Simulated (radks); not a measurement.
# Li⁻ held by a Watson sphere

An exercise on one series of results from a longer session: the logs are not shown, and one member is left open.

Method: scalar-relativistic Kohn-Sham, LDA (Slater exchange, Perdew-Wang correlation), spin-polarised, spherical densities, point nucleus. Code: radks (a radial shooting solver on a logarithmic mesh, Libxc functionals) version 1.

### Starting point

```
element       : lithium (Z = 3)
charge        : -1
electrons     : 4
configuration : [He] 2s2
```

The outer shells:

Li⁻
```
[He] core
2s [↑↓]
```

The first run:

The run's settings:

```text
Z 3
configuration [He] 2s2
relativity scalar-relativistic
functional lda,pw
spin polarised
nucleus point
c 137.035999084
watson charge 1.18 radius 1.98 bohr
response adiabatic LDA kernel
```

Among the steps run: R = 1.98 bohr; R = 2.4 bohr; R = 2.87 bohr; R = 3.12 bohr; R = 3.26 bohr; R = 3.72 bohr.

One table of the session follows, with a row left open; its other results are not shown here.

| R (bohr) | highest level (eV) | its <r> (bohr) | sum of <r²> (bohr²) | α (bohr³) |
| --- | --- | --- | --- | --- |
| 1.98 | -5.980 | 3.074 | 23.19 | 71.89 |
| 2.4 | -5.704 | 3.228 | 25.32 | 82.29 |
| 2.87 | -5.365 | 3.413 | 28.08 | 97.61 |
| 3.12 | ? | ? | ? | ? |
| 3.26 | -5.083 | 3.569 | 30.56 | 113.0 |
| 3.72 | -4.762 | 3.747 | 33.60 | 133.9 |

Estimate the missing values for R (bohr) = 3.12.

Worked estimate for «highest level (eV)». A straight line through the neighbours (2.87, -5.365) and (3.26, -5.083) gives -5.365 + (-5.083 + 5.365) × (3.12 − 2.87) / (3.26 − 2.87) = -5.184; a parabola fitted to 4 rows on both sides gives -5.184.

**Answer.** highest level (eV): -5.184; its <r> (bohr): 3.513; sum of <r²> (bohr²): 29.66; α (bohr³): 107.2. In «highest level (eV)» the line misses by 0.000 and the parabola by 0.000.

In words: From R = 1.98 to 3.72 bohr the top level moves from -5.980 to -4.762 eV and its mean radius from 3.07 to 3.75 bohr. A wider sphere makes a shallower well, so the ion swells.
